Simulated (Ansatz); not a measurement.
**Ytterbium, bcc under LDA: from relaxation to bulk modulus**

What does LDA give for ytterbium in the bcc structure? We relax it, solve it on a dense k-mesh, switch on spin-orbit coupling, then scale the cell to 7 volumes from 88 to 112 % of the relaxed one and try a fit of the equation of state. The k-meshes are 10×10×10 for the relaxation; 19×19×19 for the dense run; 11×11×11 for spin-orbit coupling; 13×13×13 for the volumes.

Program: Ansatz 0.2.0. Level of theory: DFT LDA (PW92), plane waves (420 eV) with PAW, scalar-relativistic; PAW files made under PBE, frozen cores solved again for the functional. These are calculated values, not measurements.

## 1. Starting point

It takes space group Im-3m (No. 229, cubic). The conventional cell has a = 4.354 Å, b = 4.354 Å, c = 4.354 Å, α = 90.00°, β = 90.00°, γ = 90.00°. Around Yb (site symmetry m-3m) lie 8 Yb at 3.77 Å.

Structure file:

```
CELL_PARAMETERS angstrom
-2.17720 2.17720 2.17720
2.17720 -2.17720 2.17720
2.17720 2.17720 -2.17720
ATOMIC_POSITIONS crystal
Yb 0.00000 0.00000 0.00000
```

## 2. Geometry optimisation

Input file input.yaml:

```yaml
crystal:
  lattice:
    - [-2.1771999128, 2.1771999128, 2.1771999128]
    - [2.1771999128, -2.1771999128, 2.1771999128]
    - [2.1771999128, 2.1771999128, -2.1771999128]
  atoms:
    - { symbol: Yb, position: [0.0, 0.0, 0.0] }
hamiltonian:
  xc: lda
  pseudopotentials:
    kind: paw
    azcp:
      Yb: "pseudopotentials/Yb.paw.azcp"
basis:
  ecutwfc: 420
  fft_grid_basis: typed
kpoints:
  mp_grid: { grid: [10, 10, 10], shift: [0, 0, 0] }
magnetization:
  spin_polarized: false
scf:
  occupations: { method: fermi_dirac, width: 0.1 }
relax:
  max_steps: 60
  f_tol: 0.01
  cell: {}
```

The runs that follow: Dense single point; A two-component run at the same geometry; The cell scaled to 88 % of its volume; The cell scaled to 92 % of its volume; The cell scaled to 96 % of its volume; The cell scaled to 100 % of its volume; The cell scaled to 104 % of its volume; The cell scaled to 108 % of its volume; The cell scaled to 112 % of its volume.

Before running it: what results should come out? Wanted: space group; conventional cell; volume; shortest distance; gap on the mesh; relative to fcc; V₀, B₀, B₀′.

As calculated:

| quantity | value |
| --- | --- |
| space group (spins left aside) | Im-3m (No. 229) |
| conventional cell | a = 3.883 Å |
| volume | 29.267 Å³/atom |
| shortest distance | 3.363 Å |
| gap on the mesh | none (levels filled in part) |
| relative to fcc | -21 meV/atom |
| V₀, B₀, B₀′ | 29.157 Å³/atom, 27 GPa, 3.6 |

**Reading.** The relaxation shrank the cell by 29.1 % in volume. Against the reference form of ytterbium (fcc, computed apart with the same settings) it stands 21 meV/atom lower, so this level prefers it, against what is seen in nature. No gap shows: it is a metal or semimetal at this level. The total energy of the spin-orbit run lies -15.3 eV/atom from the scalar one, but the two kinds of run don't share a zero of energy: only differences within one kind count. The fitted modulus is 27 GPa. Relaxation kept the symmetry; phonons were not checked.
